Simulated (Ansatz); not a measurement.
# LuC2: the cost of one run

Computed with Ansatz 0.2.0, driven from Python. Level of theory: DFT PBEsol+D4, plane waves, PAW.

**1. The structure**

Symmetry: I4/mmm, No. 139, tetragonal system. The conventional cell has a = 3.566 Å, b = 3.566 Å, c = 6.058 Å, α = 90.00°, β = 90.00°, γ = 90.00°. Lu (site symmetry 4/mmm) has 10 C at 2.38 to 2.60 Å as nearest neighbours. C (site symmetry 4mm) has 1 C at 1.31 Å as nearest neighbours.

The script holds or builds the structure itself.

**2. The code**

File luc2.py:

```python
'''A vacancy in a supercell of LuC2, against the perfect cell.'''

import ansatz as az
from ase import Atoms
import numpy as np

atoms = Atoms(
    ['Lu', 'C', 'C'],
    scaled_positions=[
        [0.0, 0.0, 0.0],
        [0.607937, 0.607937, 0.0],
        [0.392063, 0.392063, 0.0],
    ],
    cell=[
        [-1.782956, 1.782956, 3.02895],
        [1.782956, -1.782956, 3.02895],
        [1.782956, 1.782956, -3.02895],
    ],
    pbc=True,
)
system = az.Crystal.from_ase(atoms)
host = system.supercell(2, 2, 1)
defective = host.vacancy('C', at=[0.607937, 0.607937, 0.0])

def settled(structure):
    return (
        structure.calculation()
        .functional('pbesol', dispersion='D4')
        .basis(320, density_ratio=8)  # a bare number is in eV
        .mixing('msr1', beta=0.3)
        .occupations('cold', width=0.02)
        .kpoints(2, 2, 4, center='gamma')  # the mesh must be finer for metals
        .band_table()  # levels at the mesh points
    )


perfect = settled(host).run(threads=1, backend='cpu').report
setup = settled(defective).forces()
out = setup.run(threads=1, backend='cpu')
summary = out.report

n_host, n_defect = len(perfect['lattice']['sites']), len(summary['lattice']['sites'])
print(f'perfect cell: {n_host} atoms, F = {perfect["free_energy_ev"]:.4f} eV')
print(f'defect cell:  {n_defect} atoms, F = {summary["free_energy_ev"]:.4f} eV')
# chemical potentials are still to be added to this difference
print(f'difference {summary["free_energy_ev"] - perfect["free_energy_ev"]:.4f} eV (no chemical potentials)')


pull = np.linalg.norm(summary['forces_ev_ang'], axis=1)
for atom in np.argsort(-pull)[:5]:
    print(f'force on {out.lattice.sites[atom].symbol}{atom}: {pull[atom]:.3f} eV/A')
```

**3. The calls as engine input**

The engine receives this input (first run):

```yaml
crystal:
  lattice:
    - [-1.782956, 1.782956, 3.02895]
    - [1.782956, -1.782956, 3.02895]
    - [1.782956, 1.782956, -3.02895]
  atoms:
    - { symbol: Lu, position: [0.0, 0.0, 0.0] }
    - { symbol: C, position: [0.607937, 0.607937, 0.0] }
    - { symbol: C, position: [0.392063, 0.392063, 0.0] }
  supercell: [2, 2, 1]
basis:
  ecutwfc: 320.0
  ecutrho_ratio: 8
kpoints:
  mp_grid:
    grid: [2, 2, 4]
    shift: [0.0, 0.0, 0.0]
hamiltonian:
  xc: pbesol
  dispersion: d4
scf:
  mixing:
    algorithm: msr1
    beta: 0.3
  occupations:
    method: cold
    width: 0.02
output:
  eigenvalues: true
```

**4. The run**

Launch:

```
python luc2.py
```

Q: Estimate wall time and peak memory on 1 thread of Intel Xeon at 2.50GHz (Skylake/Cascade Lake), shared host.

About 28 s, with a peak of 0.57 GiB.
